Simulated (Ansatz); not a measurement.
Molecular dynamics of Al$_{8}$Cu$_{4}$P

input.yaml

```yaml
crystal:
  lattice:
    - [5.742662, 0.0, 0.0]
    - [-2.871331, 6.384316, 0.0]
    - [0.0, 0.0, 16.487955]
  atoms:
    - { symbol: Al, position: [0.6627581, 0.80983261, 0.14989719] }
    - { symbol: Al, position: [0.17645977, 0.85988201, 0.16601334] }
    - { symbol: Cu, position: [0.8096308, 0.53387868, 0.14369328] }
    - { symbol: Al, position: [0.39674765, 0.28656077, 0.10215341] }
    - { symbol: Al, position: [0.91051201, 0.24389675, 0.10754656] }
    - { symbol: Cu, position: [0.5, 0.0, 0.0606503] }
    - { symbol: Al, position: [0.42722806, 0.08072653, 0.31211988] }
    - { symbol: Al, position: [0.8391161, -0.09244029, 0.3114806] }
    - { symbol: Cu, position: [0.38753157, 0.74136279, 0.27926891] }
    - { symbol: Al, position: [-0.03415518, 0.4233842, 0.27662074] }
    - { symbol: Al, position: [0.51099253, 0.46261618, 0.2590179] }
    - { symbol: Cu, position: [0.12003454, 0.16645516, 0.22490468] }
    - { symbol: P, position: [1.08060541, 0.72848187, 0.37054198] }
basis:
  ecutwfc: 420.0
kpoints:
  mp_grid: { grid: [2, 2, 1] }
hamiltonian:
  xc: pbesol
  pseudopotentials: { kind: paw, azcp: { folder: soft_1 } }
scf:
  occupations: { method: fermi_dirac, width: 0.15 }
  lower_state_search: "off"
md:
  timestep: 2
  n_steps: 120
  ensemble: nvt_nose_hoover
  temperature: 1200.0
  initial_velocities: maxwell_boltzmann
  seed: 76137
  nose_hoover: { tau: 200.0, chain_length: 3 }
  constraints: [{ sites: [5] }]
```

Run as:

```bash
$ ansatz run input.yaml --threads 1 --pin off --max-ram 3072MiB --backend cpu --events-out ev --progress --plain --runs-dir out
```

It starts from a partly relaxed structure (largest force component 0.08 eV/Å).

Output, in part (one step line in 2):

```
md step     0: t =     0.00 fs  T =  1200.0 K  F+E_penalty+E_count = -31287.51554565 eV  E_kin = 1.861344 eV  conserved = -31285.65420166 eV  (15 SCF iters)
md step     2: t =     4.00 fs  T =  1176.6 K  F+E_penalty+E_count = -31287.47921587 eV  E_kin = 1.825090 eV  conserved = -31285.65412791 eV  (10 SCF iters)
md step     4: t =     8.00 fs  T =  1104.7 K  F+E_penalty+E_count = -31287.36742096 eV  E_kin = 1.713594 eV  conserved = -31285.65386444 eV  (10 SCF iters)
md step     6: t =    12.00 fs  T =   995.4 K  F+E_penalty+E_count = -31287.19730424 eV  E_kin = 1.544037 eV  conserved = -31285.65344339 eV  (3 SCF iters)
md step     8: t =    16.00 fs  T =   866.1 K  F+E_penalty+E_count = -31286.99584871 eV  E_kin = 1.343412 eV  conserved = -31285.65293277 eV  (4 SCF iters)
md step    10: t =    20.00 fs  T =   737.5 K  F+E_penalty+E_count = -31286.79538160 eV  E_kin = 1.143988 eV  conserved = -31285.65243946 eV  (9 SCF iters)
md step    12: t =    24.00 fs  T =   629.7 K  F+E_penalty+E_count = -31286.62692733 eV  E_kin = 0.976684 eV  conserved = -31285.65208234 eV  (4 SCF iters)
md step    14: t =    28.00 fs  T =   556.9 K  F+E_penalty+E_count = -31286.51294096 eV  E_kin = 0.863870 eV  conserved = -31285.65194636 eV  (4 SCF iters)
md step    16: t =    32.00 fs  T =   525.0 K  F+E_penalty+E_count = -31286.46225387 eV  E_kin = 0.814396 eV  conserved = -31285.65203806 eV  (3 SCF iters)
md step    18: t =    36.00 fs  T =   530.7 K  F+E_penalty+E_count = -31286.46957560 eV  E_kin = 0.823113 eV  conserved = -31285.65229014 eV  (4 SCF iters)
md step    20: t =    40.00 fs  T =   564.0 K  F+E_penalty+E_count = -31286.51950793 eV  E_kin = 0.874830 eV  conserved = -31285.65259999 eV  (9 SCF iters)
md step    22: t =    44.00 fs  T =   612.7 K  F+E_penalty+E_count = -31286.59263298 eV  E_kin = 0.950323 eV  conserved = -31285.65288296 eV  (3 SCF iters)
md step    24: t =    48.00 fs  T =   665.0 K  F+E_penalty+E_count = -31286.67075680 eV  E_kin = 1.031516 eV  conserved = -31285.65309699 eV  (3 SCF iters)
md step    26: t =    52.00 fs  T =   712.0 K  F+E_penalty+E_count = -31286.73988255 eV  E_kin = 1.104449 eV  conserved = -31285.65322719 eV  (3 SCF iters)
md step    28: t =    56.00 fs  T =   748.1 K  F+E_penalty+E_count = -31286.79133223 eV  E_kin = 1.160424 eV  conserved = -31285.65326911 eV  (4 SCF iters)
md step    30: t =    60.00 fs  T =   771.3 K  F+E_penalty+E_count = -31286.82209691 eV  E_kin = 1.196372 eV  conserved = -31285.65321925 eV  (9 SCF iters)
md step    32: t =    64.00 fs  T =   783.2 K  F+E_penalty+E_count = -31286.83479190 eV  E_kin = 1.214821 eV  conserved = -31285.65309082 eV  (4 SCF iters)
md step    34: t =    68.00 fs  T =   788.4 K  F+E_penalty+E_count = -31286.83659082 eV  E_kin = 1.222842 eV  conserved = -31285.65292555 eV  (3 SCF iters)
md step    36: t =    72.00 fs  T =   792.5 K  F+E_penalty+E_count = -31286.83644684 eV  E_kin = 1.229296 eV  conserved = -31285.65279035 eV  (3 SCF iters)
md step    38: t =    76.00 fs  T =   800.0 K  F+E_penalty+E_count = -31286.84107702 eV  E_kin = 1.240858 eV  conserved = -31285.65274358 eV  (3 SCF iters)
md step    40: t =    80.00 fs  T =   811.5 K  F+E_penalty+E_count = -31286.85158759 eV  E_kin = 1.258657 eV  conserved = -31285.65280088 eV  (9 SCF iters)
md step    42: t =    84.00 fs  T =   823.6 K  F+E_penalty+E_count = -31286.86269878 eV  E_kin = 1.277472 eV  conserved = -31285.65292916 eV  (3 SCF iters)
md step    44: t =    88.00 fs  T =   830.3 K  F+E_penalty+E_count = -31286.86493854 eV  E_kin = 1.287875 eV  conserved = -31285.65306802 eV  (3 SCF iters)
md step    46: t =    92.00 fs  T =   825.2 K  F+E_penalty+E_count = -31286.84842199 eV  E_kin = 1.279954 eV  conserved = -31285.65315965 eV  (4 SCF iters)
md step    48: t =    96.00 fs  T =   803.9 K  F+E_penalty+E_count = -31286.80649385 eV  E_kin = 1.246944 eV  conserved = -31285.65316611 eV  (3 SCF iters)
md step    50: t =   100.00 fs  T =   765.8 K  F+E_penalty+E_count = -31286.73833761 eV  E_kin = 1.187869 eV  conserved = -31285.65306367 eV  (9 SCF iters)
md step    52: t =   104.00 fs  T =   714.9 K  F+E_penalty+E_count = -31286.65031063 eV  E_kin = 1.108908 eV  conserved = -31285.65285321 eV  (4 SCF iters)
md step    54: t =   108.00 fs  T =   659.6 K  F+E_penalty+E_count = -31286.55567526 eV  E_kin = 1.023166 eV  conserved = -31285.65257140 eV  (3 SCF iters)
md step    56: t =   112.00 fs  T =   611.4 K  F+E_penalty+E_count = -31286.47214819 eV  E_kin = 0.948278 eV  conserved = -31285.65229246 eV  (3 SCF iters)
md step    58: t =   116.00 fs  T =   581.3 K  F+E_penalty+E_count = -31286.41716740 eV  E_kin = 0.901727 eV  conserved = -31285.65211068 eV  (3 SCF iters)
md step    60: t =   120.00 fs  T =   577.1 K  F+E_penalty+E_count = -31286.40211537 eV  E_kin = 0.895113 eV  conserved = -31285.65209689 eV  (9 SCF iters)
md step    62: t =   124.00 fs  T =   599.4 K  F+E_penalty+E_count = -31286.42797159 eV  E_kin = 0.929792 eV  conserved = -31285.65226063 eV  (3 SCF iters)
md step    64: t =   128.00 fs  T =   642.2 K  F+E_penalty+E_count = -31286.48466019 eV  E_kin = 0.996128 eV  conserved = -31285.65254269 eV  (3 SCF iters)
md step    66: t =   132.00 fs  T =   694.2 K  F+E_penalty+E_count = -31286.55452647 eV  E_kin = 1.076827 eV  conserved = -31285.65284601 eV  (3 SCF iters)
md step    68: t =   136.00 fs  T =   743.2 K  F+E_penalty+E_count = -31286.61833014 eV  E_kin = 1.152819 eV  conserved = -31285.65307398 eV  (3 SCF iters)
md step    70: t =   140.00 fs  T =   779.6 K  F+E_penalty+E_count = -31286.66132735 eV  E_kin = 1.209296 eV  conserved = -31285.65316200 eV  (8 SCF iters)
md step    72: t =   144.00 fs  T =   799.4 K  F+E_penalty+E_count = -31286.67741566 eV  E_kin = 1.239898 eV  conserved = -31285.65309895 eV  (4 SCF iters)
md step    74: t =   148.00 fs  T =   804.4 K  F+E_penalty+E_count = -31286.67005357 eV  E_kin = 1.247735 eV  conserved = -31285.65293215 eV  (4 SCF iters)
md step    76: t =   152.00 fs  T =   801.2 K  F+E_penalty+E_count = -31286.64948958 eV  E_kin = 1.242733 eV  conserved = -31285.65275451 eV  (3 SCF iters)
md step    78: t =   156.00 fs  T =   797.0 K  F+E_penalty+E_count = -31286.62725020 eV  E_kin = 1.236226 eV  conserved = -31285.65265721 eV  (4 SCF iters)
md step    80: t =   160.00 fs  T =   796.5 K  F+E_penalty+E_count = -31286.61065949 eV  E_kin = 1.235521 eV  conserved = -31285.65267304 eV  (8 SCF iters)
md step    82: t =   164.00 fs  T =   800.5 K  F+E_penalty+E_count = -31286.60070703 eV  E_kin = 1.241724 eV  conserved = -31285.65275461 eV  (4 SCF iters)
md step    84: t =   168.00 fs  T =   807.2 K  F+E_penalty+E_count = -31286.59442881 eV  E_kin = 1.252007 eV  conserved = -31285.65281819 eV  (3 SCF iters)
md step    86: t =   172.00 fs  T =   814.9 K  F+E_penalty+E_count = -31286.58942246 eV  E_kin = 1.264029 eV  conserved = -31285.65281608 eV  (4 SCF iters)
md step    88: t =   176.00 fs  T =   824.2 K  F+E_penalty+E_count = -31286.58635834 eV  E_kin = 1.278425 eV  conserved = -31285.65278141 eV  (3 SCF iters)
md step    90: t =   180.00 fs  T =   836.2 K  F+E_penalty+E_count = -31286.58718765 eV  E_kin = 1.297087 eV  conserved = -31285.65279311 eV  (9 SCF iters)
md step    92: t =   184.00 fs  T =   850.3 K  F+E_penalty+E_count = -31286.59081398 eV  E_kin = 1.318891 eV  conserved = -31285.65290050 eV  (5 SCF iters)
md step    94: t =   188.00 fs  T =   862.1 K  F+E_penalty+E_count = -31286.59067524 eV  E_kin = 1.337280 eV  conserved = -31285.65306437 eV  (4 SCF iters)
md step    96: t =   192.00 fs  T =   865.6 K  F+E_penalty+E_count = -31286.57725198 eV  E_kin = 1.342683 eV  conserved = -31285.65318224 eV  (4 SCF iters)
md step    98: t =   196.00 fs  T =   856.4 K  F+E_penalty+E_count = -31286.54407028 eV  E_kin = 1.328437 eV  conserved = -31285.65317630 eV  (4 SCF iters)
md step   100: t =   200.00 fs  T =   835.0 K  F+E_penalty+E_count = -31286.49213247 eV  E_kin = 1.295214 eV  conserved = -31285.65307008 eV  (9 SCF iters)
md step   102: t =   204.00 fs  T =   805.7 K  F+E_penalty+E_count = -31286.42854726 eV  E_kin = 1.249791 eV  conserved = -31285.65295749 eV  (4 SCF iters)
md step   104: t =   208.00 fs  T =   773.6 K  F+E_penalty+E_count = -31286.36127602 eV  E_kin = 1.199976 eV  conserved = -31285.65286956 eV  (4 SCF iters)
md step   106: t =   212.00 fs  T =   743.2 K  F+E_penalty+E_count = -31286.29724243 eV  E_kin = 1.152761 eV  conserved = -31285.65271858 eV  (4 SCF iters)
md step   108: t =   216.00 fs  T =   721.1 K  F+E_penalty+E_count = -31286.24658824 eV  E_kin = 1.118455 eV  conserved = -31285.65243743 eV  (4 SCF iters)
md step   110: t =   220.00 fs  T =   718.0 K  F+E_penalty+E_count = -31286.22573906 eV  E_kin = 1.113664 eV  conserved = -31285.65212880 eV  (8 SCF iters)
md step   112: t =   224.00 fs  T =   744.9 K  F+E_penalty+E_count = -31286.25147263 eV  E_kin = 1.155473 eV  conserved = -31285.65200060 eV  (4 SCF iters)
md step   114: t =   228.00 fs  T =   805.8 K  F+E_penalty+E_count = -31286.32925182 eV  E_kin = 1.249888 eV  conserved = -31285.65216827 eV  (4 SCF iters)
md step   116: t =   232.00 fs  T =   893.0 K  F+E_penalty+E_count = -31286.44661966 eV  E_kin = 1.385101 eV  conserved = -31285.65255305 eV  (3 SCF iters)
md step   118: t =   236.00 fs  T =   989.9 K  F+E_penalty+E_count = -31286.57743191 eV  E_kin = 1.535401 eV  conserved = -31285.65296508 eV  (3 SCF iters)
md step   120: t =   240.00 fs  T =  1077.9 K  F+E_penalty+E_count = -31286.69285715 eV  E_kin = 1.671934 eV  conserved = -31285.65324263 eV  (9 SCF iters)
```

The run went to its last step. The conserved energy stayed within 0.17 meV per atom of its start (net change 0.074 meV per atom), so the integration is sound. The mean temperature of the second half is 34 % below the set value. A run of 0.24 ps of so small a system gives no equilibrium averages. Limits of this set-up: coarse k mesh, thin slab, slab without dipole correction, odd electron count without spin, PAW files made for another functional.

Mean squared displacements from the first frame to the last: Al 1.02 Å², Cu 0.94 Å², P 0.65 Å².

Last frame:

```xyz
13
Lattice="5.7427 0.0000 0.0000 -2.8713 6.3843 0.0000 0.0000 0.0000 16.4880" Properties=species:S:1:pos:R:3
Al 0.856 4.320 2.141
Al -2.188 5.440 2.121
Cu 2.988 2.983 2.884
Al 1.388 1.682 1.765
Al 4.472 1.336 2.292
Cu 2.871 0.000 1.000
Al 2.148 -0.434 4.867
Al 5.307 -1.948 5.001
Cu -0.725 3.836 3.766
Al -1.977 1.660 5.183
Al 1.067 2.112 4.325
Cu -0.299 0.171 3.948
P 4.545 3.976 6.210
```

Time of the run: 14 min on 1 thread of Arm Neoverse V1, on a shared host, peak memory 0.84 GiB.
